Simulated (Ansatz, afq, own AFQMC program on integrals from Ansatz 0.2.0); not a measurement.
# HBrCl (doublet): quantum Monte Carlo beside coupled cluster at distance Br1–H2 along a hydrogen transfer = 1.596 Å, cc-pVTZ

Aim: compute HBrCl (doublet) with auxiliary-field quantum Monte Carlo on the same integrals as coupled cluster, and set the energies side by side.

The runs use Ansatz 0.2.0, Gaussian basis, and an in-house AFQMC program (afq) on its integrals; all values are calculated; cc-pVTZ, frozen cores.

To be run: CCSD(T) on UHF; PBE (unrestricted); r2SCAN (unrestricted); PBE0 (unrestricted); CCSDT(Q) on UHF; B3LYP (unrestricted); wB97M-V (unrestricted); B2PLYP (unrestricted); Phaseless AFQMC, CISD trial on UHF.

### 1 What is computed

The geometry derives from fragments relaxed apart (PBE0/def2-TZVP) and kept rigid, so it is no stationary point. A hydrogen atom is moved between rigid fragments. No spin-orbit coupling is included. The filled d shell of Br may be among the frozen orbitals whatever the setting's name suggests; the logs give the count.

3 atoms, charge 0, spin multiplicity 2.

Atoms are counted from 1 here; the program's logs count them from 0.

Bond lengths: Br1–H2 1.596 Å, H2–Cl3 1.583 Å. Angles: Br1–H2–Cl3 180.0°.

### 2 CCSD(T) on UHF

Contents of in.yaml:

```yaml
crystal:
  periodic: [false, false, false]
  atoms:
    - {symbol: Br, position_ang: [0.000000, 0.000000, -1.591667]}
    - {symbol: H, position_ang: [0.000000, 0.000000, 0.004333]}
    - {symbol: Cl, position_ang: [0.000000, 0.000000, 1.587333]}
basis:
  gaussian: {orbitals: cc-pVTZ}
magnetization: {spin_polarized: true, initial_magnetization: 1}
correlation: {method: ccsd_t, electrons: outside_noble_gas, hamiltonian_folder: ham}
```

Run with:

```
ansatz run in.yaml --threads 1 --pin off --events-out ev --progress --plain --max-ram 15360MiB --backend cuda --devices 0, --max-vram 18GiB
```

Output, shortened:

```text
Functional definition: HF
  name "HF"
  cite "Fock, Z. Phys. 61, 126 (1930) doi:10.1007/BF01340294"
  parent pbe
[...]
557 factors; integrals over basis functions are off by at most 1.3e-3 eV
[...]
mean field -82518.67708239 eV, -3032.5054496095 hartree, gradient 1.5e-6 eV, S^2 0.815444; 13 other end points of the search recorded, 0 dependent functions left out
determinant -82518.67708239 eV, -3032.5054496095 hartree, with singles and doubles -82529.30081168 eV, -3032.8958644599 hartree
determinant -82518.17971849 eV, -3032.4871718234 hartree, with singles and doubles -82528.64575789 eV, -3032.8717916774 hartree
determinant -82518.14114647 eV, -3032.4857543276 hartree, with singles and doubles -82528.70848414 eV, -3032.8740968243 hartree
19 core orbitals not correlated: weight in the atoms' cores, before any rotation towards them, 1.000 or more for the frozen orbitals, at most 0.000 for the correlated occupied ones
reference -82518.67708239 eV, -3032.5054496095 hartree; 8, 7 occupied and 64, 65 virtual orbitals, 557 factors
second order -9.51602147 eV of doubles, -0.00000000 eV of singles
cycle   1  -10.62396133 eV  change   -2.3e-4 eV  update   7.8e-4
[...]
cycle   7  -10.62433329 eV  change    5.7e-6 eV  update   1.4e-6
perturbative correction -0.41078647 eV, -0.0150961243 hartree
Total energy: -82529.71220215 eV, -3032.9109827808 hartree
```

Run time: 9.5 s. Hardware: 1 × NVIDIA H100 80GB HBM3 with 1 thread of AMD EPYC 7R13 (Zen 3), shared host; peak host memory 1.7 GiB.

From the report: ⟨S²⟩ of the determinant 0.815 (pure doublet: 0.75); correlation -11.0351 eV; T1 0.016; largest double amplitude 0.07.

This run also writes the integrals to the folder ham.

### 3 PBE (unrestricted)

Edit in.yaml of step 2 so:

```diff
@@ -9,2 +9,3 @@
 magnetization: {spin_polarized: true, initial_magnetization: 1}
-correlation: {method: ccsd_t, electrons: outside_noble_gas, hamiltonian_folder: ham}
+hamiltonian: {xc: {name: PBE}}
+output: {orbitals: {seedname: orbitals}}
```

Run with:

```
ansatz run in.yaml --threads 1 --pin off --events-out ev --progress --plain --max-ram 5120MiB --backend cpu
```

Output, shortened:

```text
Functional definition: PBE
  name "PBE"
  cite "Perdew, Burke & Ernzerhof, Phys. Rev. Lett. 77, 3865 (1996) doi:10.1103/PhysRevLett.77.3865"
  parent pbe
[...]
707 factors; their error is unknown
[...]
mean field -82570.03852501 eV, -3034.3929478118 hartree, gradient 6.2e-6 eV, S^2 0.751610; 13 other end points of the search recorded, 0 dependent functions left out
reference -82570.03855434 eV, -3034.3929488897 hartree; 27, 26 occupied and 64, 65 virtual orbitals, 707 factors
Total energy: -82570.03855434 eV, -3034.3929488897 hartree
```

Wall time 12 s (1 thread of AMD EPYC 7R13 (Zen 3), shared host); peak memory 1.7 GiB.

From the report: ⟨S²⟩ of the determinant 0.752 (pure doublet: 0.75).

### 4 r2SCAN (unrestricted)

Edit in.yaml of step 3 so:

```diff
@@ -9,3 +9,2 @@
 magnetization: {spin_polarized: true, initial_magnetization: 1}
-hamiltonian: {xc: {name: PBE}}
-output: {orbitals: {seedname: orbitals}}
+hamiltonian: {xc: {name: r2SCAN}}
```

Same command.

Output, shortened:

```text
Functional definition: r2SCAN
  name "r2SCAN"
  cite "Furness, Kaplan, Ning, Perdew & Sun, J. Phys. Chem. Lett. 11, 8208 (2020) doi:10.1021/acs.jpclett.0c02405"
  cite "Furness, Kaplan, Ning, Perdew & Sun, J. Phys. Chem. Lett. 11, 9248 (2020) doi:10.1021/acs.jpclett.0c03077"
  parent r2scan
[...]
707 factors; their error is unknown
[...]
mean field -82584.26992557 eV, -3034.9159421360 hartree, gradient 7.1e-6 eV, S^2 0.757592; 17 other end points of the search recorded, 0 dependent functions left out
reference -82584.26993384 eV, -3034.9159424400 hartree; 27, 26 occupied and 64, 65 virtual orbitals, 707 factors
Total energy: -82584.26993384 eV, -3034.9159424400 hartree
```

It took 37 s on 1 thread of AMD EPYC 7R13 (Zen 3), shared host; peak memory 1.7 GiB.

From the report: ⟨S²⟩ of the determinant 0.758 (pure doublet: 0.75).

### 5 PBE0 (unrestricted)

Edit in.yaml of step 4 so:

```diff
@@ -9,2 +9,3 @@
 magnetization: {spin_polarized: true, initial_magnetization: 1}
-hamiltonian: {xc: {name: r2SCAN}}
+hamiltonian: {xc: {name: PBE0}}
+output: {orbitals: {seedname: orbitals}}
```

Same command.

Output, shortened:

```text
Functional definition: PBE0
  name "PBE0"
  cite "Adamo & Barone, J. Chem. Phys. 110, 6158 (1999) doi:10.1063/1.478522"
  cite "Perdew, Burke & Ernzerhof, Phys. Rev. Lett. 77, 3865 (1996) doi:10.1103/PhysRevLett.77.3865"
  parent pbe
[...]
557 factors; integrals over basis functions are off by at most 1.3e-3 eV
[...]
mean field -82573.27580499 eV, -3034.5119156566 hartree, gradient 6.9e-6 eV, S^2 0.760769; 4 other end points of the search recorded, 0 dependent functions left out
reference -82573.27582672 eV, -3034.5119164554 hartree; 27, 26 occupied and 64, 65 virtual orbitals, 557 factors
Total energy: -82573.27582672 eV, -3034.5119164554 hartree
```

It took 10 s on 1 thread of AMD EPYC 7R13 (Zen 3), shared host; peak memory 1.7 GiB.

From the report: ⟨S²⟩ of the determinant 0.761 (pure doublet: 0.75).

### 6 CCSDT(Q) on UHF

Edit in.yaml of step 5 so:

```diff
@@ -9,3 +9,2 @@
 magnetization: {spin_polarized: true, initial_magnetization: 1}
-hamiltonian: {xc: {name: PBE0}}
-output: {orbitals: {seedname: orbitals}}
+correlation: {method: ccsdt_q, electrons: outside_noble_gas}
```

Run with:

```
ansatz run in.yaml --threads 1 --pin off --events-out ev --progress --plain --max-ram 15360MiB --backend cuda --devices 0, --max-vram 18GiB
```

Output, shortened:

```text
Functional definition: HF
  name "HF"
  cite "Fock, Z. Phys. 61, 126 (1930) doi:10.1007/BF01340294"
  parent pbe
[...]
1007 factors; integrals over basis functions are off by at most 2.4e-7 eV
[...]
mean field -82518.67709980 eV, -3032.5054502494 hartree, gradient 3.0e-6 eV, S^2 0.815444; 11 other end points of the search recorded, 0 dependent functions left out
determinant -82518.67709980 eV, -3032.5054502494 hartree, with singles and doubles -82529.30082760 eV, -3032.8958650449 hartree
determinant -82518.17973819 eV, -3032.4871725473 hartree, with singles and doubles -82528.64577621 eV, -3032.8717923503 hartree
determinant -82518.14116527 eV, -3032.4857550187 hartree, with singles and doubles -82528.70850055 eV, -3032.8740974273 hartree
19 core orbitals not correlated: weight in the atoms' cores, before any rotation towards them, 1.000 or more for the frozen orbitals, at most 0.000 for the correlated occupied ones
reference -82518.67709980 eV, -3032.5054502494 hartree; 8, 7 occupied and 64, 65 virtual orbitals, 1007 factors
second order -9.51606072 eV of doubles, -0.00000000 eV of singles
cycle   1  -10.29552316 eV  change   -7.8e-1 eV  update   8.4e-2
[...]
cycle  16  -11.06963583 eV  change    1.7e-6 eV  update   4.2e-7
perturbative correction -0.01879500 eV, -0.0006907033 hartree
Total energy: -82529.76553063 eV, -3032.9129425662 hartree
```

Run time: 50 s. Hardware: 1 × NVIDIA H100 80GB HBM3 with 1 thread of AMD EPYC 7R13 (Zen 3), shared host; peak host memory 1.7 GiB.

From the report: ⟨S²⟩ of the determinant 0.815 (pure doublet: 0.75); correlation -11.0884 eV; T1 0.017; largest double amplitude 0.08.

### 7 B3LYP (unrestricted)

Edit in.yaml of step 6 so:

```diff
@@ -9,2 +9,2 @@
 magnetization: {spin_polarized: true, initial_magnetization: 1}
-correlation: {method: ccsdt_q, electrons: outside_noble_gas}
+hamiltonian: {xc: {name: B3LYP}}
```

Run with:

```
ansatz run in.yaml --threads 1 --pin off --events-out ev --progress --plain --max-ram 5120MiB --backend cpu
```

Output, shortened:

```text
Functional definition: B3LYP
  name "B3LYP"
  cite "Stephens, Devlin, Chabalowski & Frisch, J. Phys. Chem. 98, 11623 (1994) doi:10.1021/j100096a001"
  cite "Becke, Phys. Rev. A 38, 3098 (1988) doi:10.1103/PhysRevA.38.3098"
  cite "Lee, Yang & Parr, Phys. Rev. B 37, 785 (1988) doi:10.1103/PhysRevB.37.785"
  cite "Vosko, Wilk & Nusair, Can. J. Phys. 58, 1200 (1980) doi:10.1139/p80-159"
[...]
557 factors; integrals over basis functions are off by at most 1.3e-3 eV
[...]
mean field -82586.86474893 eV, -3035.0113001358 hartree, gradient 3.2e-6 eV, S^2 0.757961; 6 other end points of the search recorded, 0 dependent functions left out
reference -82586.86495723 eV, -3035.0113077906 hartree; 27, 26 occupied and 64, 65 virtual orbitals, 557 factors
Total energy: -82586.86495723 eV, -3035.0113077906 hartree
```

Run time: 12 s. Hardware: 1 thread of AMD EPYC 7R13 (Zen 3), shared host; peak memory 1.7 GiB.

From the report: ⟨S²⟩ of the determinant 0.758 (pure doublet: 0.75).

### 8 wB97M-V (unrestricted)

Edit in.yaml of step 7 so:

```diff
@@ -9,2 +9,3 @@
 magnetization: {spin_polarized: true, initial_magnetization: 1}
-hamiltonian: {xc: {name: B3LYP}}
+hamiltonian: {xc: {name: wB97M-V}}
+output: {orbitals: {seedname: orbitals}}
```

Launched as before.

Output, shortened:

```text
Functional definition: wB97M-V
  name "wB97M-V"
  cite "Mardirossian & Head-Gordon, J. Chem. Phys. 144, 214110 (2016) doi:10.1063/1.4952647"
  cite "Becke, J. Chem. Phys. 107, 8554 (1997) doi:10.1063/1.475007"
  cite "Vydrov & Van Voorhis, J. Chem. Phys. 133, 244103 (2010) doi:10.1063/1.3521275"
  # Of w^i u^j: cxij and so on, Table III.
[...]
  gx(w, u) = 1 - cx + cx01*u + cx10*w
  gss(w, u) = css00 + css04*u^4 + css10*w + css20*w^2 + css43*w^4*u^3
  gos(w, u) = cos00 + cos10*w + (cos20 + cos21*u)*w^2 + (cos60 + cos61*u)*w^6
[...]
      + integral(e_c_pw_mod_opposite_spin*gos(b97_w_opposite, b97_u_opposite)) + vv10(b, c)
557 factors; integrals over basis functions are off by at most 1.3e-3 eV
110 factors; integrals over basis functions are off by at most 8.8e-5 eV
[...]
mean field -82580.72893615 eV, -3034.7858131749 hartree, gradient 3.4e-6 eV, S^2 0.761885; 2 other end points of the search recorded, 0 dependent functions left out
reference -82580.72896667 eV, -3034.7858142967 hartree; 27, 26 occupied and 64, 65 virtual orbitals, 557 factors
Total energy: -82580.72896667 eV, -3034.7858142967 hartree
```

Run time: 15 s. Hardware: 1 thread of AMD EPYC 7R13 (Zen 3), shared host; peak memory 1.7 GiB.

From the report: ⟨S²⟩ of the determinant 0.762 (pure doublet: 0.75).

### 9 B2PLYP (unrestricted)

Edit in.yaml of step 8 so:

```diff
@@ -9,3 +9,3 @@
 magnetization: {spin_polarized: true, initial_magnetization: 1}
-hamiltonian: {xc: {name: wB97M-V}}
-output: {orbitals: {seedname: orbitals}}
+hamiltonian: {xc: {name: B2PLYP}}
+correlation: {electrons: outside_noble_gas}
```

Launched as before.

Output, shortened:

```text
Functional definition: B2PLYP
  name "B2PLYP"
  cite "Grimme, J. Chem. Phys. 124, 034108 (2006) doi:10.1063/1.2148954"
  cite "Becke, Phys. Rev. A 38, 3098 (1988) doi:10.1103/PhysRevA.38.3098"
  cite "Lee, Yang & Parr, Phys. Rev. B 37, 785 (1988) doi:10.1103/PhysRevB.37.785"
[...]
557 factors; integrals over basis functions are off by at most 1.3e-3 eV
[...]
mean field -82567.37970781 eV, -3034.2952380820 hartree, gradient 1.3e-6 eV, S^2 0.774566; 10 other end points of the search recorded, 0 dependent functions left out
19 core orbitals not correlated: weight in the atoms' cores, before any rotation towards them, 1.000 or more for the frozen orbitals, at most 0.000 for the correlated occupied ones
reference -82567.37984115 eV, -3034.2952429821 hartree; 8, 7 occupied and 64, 65 virtual orbitals, 557 factors
second order -11.69497975 eV of doubles, -0.00000000 eV of singles
Total energy: -82570.53748568 eV, -3034.4112842783 hartree
```

Run time: 18 s. Hardware: 1 thread of AMD EPYC 7R13 (Zen 3), shared host; peak memory 1.7 GiB.

From the report: ⟨S²⟩ of the determinant 0.775 (pure doublet: 0.75).

### 10 Phaseless AFQMC, CISD trial on UHF

It reads the integrals that the CCSD(T) run on this determinant wrote.

Run with:

```
afq ham --method phaseless --trial cisd --walkers 2500 --populations 20 --least-time 60 --time-step 0.005 --steps-per-block 50 --equilibration-blocks 28 --max-blocks 4000 --target-error 0.00023 --factor-cut 1e-05 --start spin_pure --seed 2213 --release-times 0.24,0.51,0.99,1.5 --release-step 0.03 --release-every 4 --taylor-order 6
```

Output:

```text
orbitals 72  electrons 8 7  factors 488 of 557
reference energy -3032.50544961 Eh
CCSD correlation -0.39043711 Eh in 11 cycles, weight of the determinant in the CISD state 0.8485
energy of the start -3032.891289 Eh
 block  time / (1/Eh)  mean weight  energy / Eh
     1     0.250  0.9991  -3032.886522
     2     0.500  1.0001  -3032.893808
     3     0.750  1.0000  -3032.899697
     4     1.000  1.0004  -3032.903584
     5     1.250  1.0000  -3032.906939
     6     1.500  0.9997  -3032.910561
     7     1.750  0.9999  -3032.910699
     8     2.000  0.9997  -3032.910935
     9     2.250  0.9999  -3032.911657
    10     2.500  0.9999  -3032.911964
    11     2.750  0.9997  -3032.912014
    12     3.000  0.9992  -3032.912755
    13     3.250  1.0000  -3032.913628
    14     3.500  1.0003  -3032.913328
    15     3.750  1.0000  -3032.911939
    16     4.000  1.0003  -3032.912399
    17     4.250  1.0001  -3032.911927
    18     4.500  1.0000  -3032.912638
    19     4.750  0.9995  -3032.913026
    20     5.000  1.0001  -3032.912056
    21     5.250  1.0000  -3032.911097
    22     5.500  1.0005  -3032.911850
    23     5.750  0.9995  -3032.911447
    24     6.000  0.9999  -3032.911975
    25     6.250  1.0001  -3032.912759
    26     6.500  0.9997  -3032.911570
    27     6.750  0.9999  -3032.912042
    28     7.000  1.0001  -3032.913040
    29     7.250  1.0004  -3032.912618
    30     7.500  1.0000  -3032.912443
    31     7.750  0.9999  -3032.911826
    32     8.000  1.0001  -3032.911478
    33     8.250  1.0003  -3032.910911
    34     8.500  1.0000  -3032.912984
    35     8.750  0.9996  -3032.913241
    36     9.000  1.0000  -3032.912901
    37     9.250  1.0001  -3032.912754
    38     9.500  0.9999  -3032.913863
    39     9.750  0.9998  -3032.912044
    40    10.000  0.9996  -3032.912712
    41    10.250  0.9997  -3032.912927
    42    10.500  1.0002  -3032.912576
    43    10.750  1.0001  -3032.911860
    44    11.000  0.9998  -3032.911339
    45    11.250  1.0001  -3032.912742
    46    11.500  0.9998  -3032.911764
    47    11.750  1.0002  -3032.912587
    48    12.000  0.9996  -3032.911449
    49    12.250  1.0003  -3032.912366
    50    12.500  0.9997  -3032.910416
    51    12.750  0.9999  -3032.911140
    52    13.000  0.9996  -3032.911385
    53    13.250  1.0001  -3032.912183
    54    13.500  1.0000  -3032.911941
    55    13.750  0.9993  -3032.912937
    56    14.000  0.9999  -3032.912184
    57    14.250  1.0004  -3032.911271
    58    14.500  1.0003  -3032.912125
    59    14.750  1.0000  -3032.912382
    60    15.000  0.9998  -3032.911916
    61    15.250  1.0001  -3032.911995
    62    15.500  0.9999  -3032.912050
    63    15.750  1.0002  -3032.911740
    64    16.000  1.0001  -3032.910880
    65    16.250  0.9993  -3032.911888
    66    16.500  1.0001  -3032.913105
    67    16.750  0.9999  -3032.911206
    68    17.000  0.9997  -3032.910251
    69    17.250  0.9998  -3032.910484
    70    17.500  1.0008  -3032.911506
    71    17.750  1.0004  -3032.911540
    72    18.000  0.9996  -3032.911387
    73    18.250  1.0000  -3032.911761
    74    18.500  0.9992  -3032.911371
    75    18.750  0.9995  -3032.911301
    76    19.000  0.9998  -3032.911448
    77    19.250  1.0004  -3032.910714
    78    19.500  1.0005  -3032.911526
error from the spread of 20 populations
released: time / (1/Eh)  energy / Eh  error  mean overlap
  0.24  -3032.912369  0.000189  0.9936
  0.51  -3032.912776  0.000216  0.9881
  0.99  -3032.912807  0.000303  0.9867
  1.50  -3032.912526  0.000332  0.9853
energy -3032.911908 +/- 0.000209 Eh
```

Run time: 2.1 min. Hardware: 1 × NVIDIA H100 80GB HBM3 with 2 threads of AMD EPYC 7R13 (Zen 3), shared host; peak host memory 1.7 GiB.

Energy -82529.7374 ± 0.0057 eV. Caveats: constraint bias not in the error.

### 11 All levels side by side

On the UHF determinant, counted from CCSDT(Q) (a yardstick, not exact):

```csv
level,energy (eV),from CCSDT(Q) (kcal/mol),statistical error (kcal/mol),time
HF,-82518.6771,+255.71,,
MP2,-82528.1931,+36.26,,
CCSD,-82529.3014,+10.70,,
CCSD(T),-82529.7122,+1.23,,
CCSDT(Q),-82529.7655,0.00,,
"Phaseless AFQMC, CISD trial, step 0.005, 2500 walkers",-82529.7374,+0.65,0.13,2.1 min
```

The functionals' totals stand on their own zeros and serve differences with other points: PBE -82570.039 eV; r2SCAN -82584.270 eV; PBE0 -82573.276 eV; B3LYP -82586.865 eV; wB97M-V -82580.729 eV; B2PLYP -82570.537 eV.

### 12 Results

| quantity | value |
| --- | --- |
| CCSD(T) on UHF from CCSDT(Q) | +1.23 kcal/mol |
| Phaseless AFQMC, CISD trial on UHF from CCSDT(Q) | +0.65 ± 0.13 kcal/mol |

On UHF the phaseless walk with the CISD trial lies +0.65 kcal/mol from CCSDT(Q), 5 times its error bar. Error bars are statistical and leave out the constraint, the time step and what remains of the start.
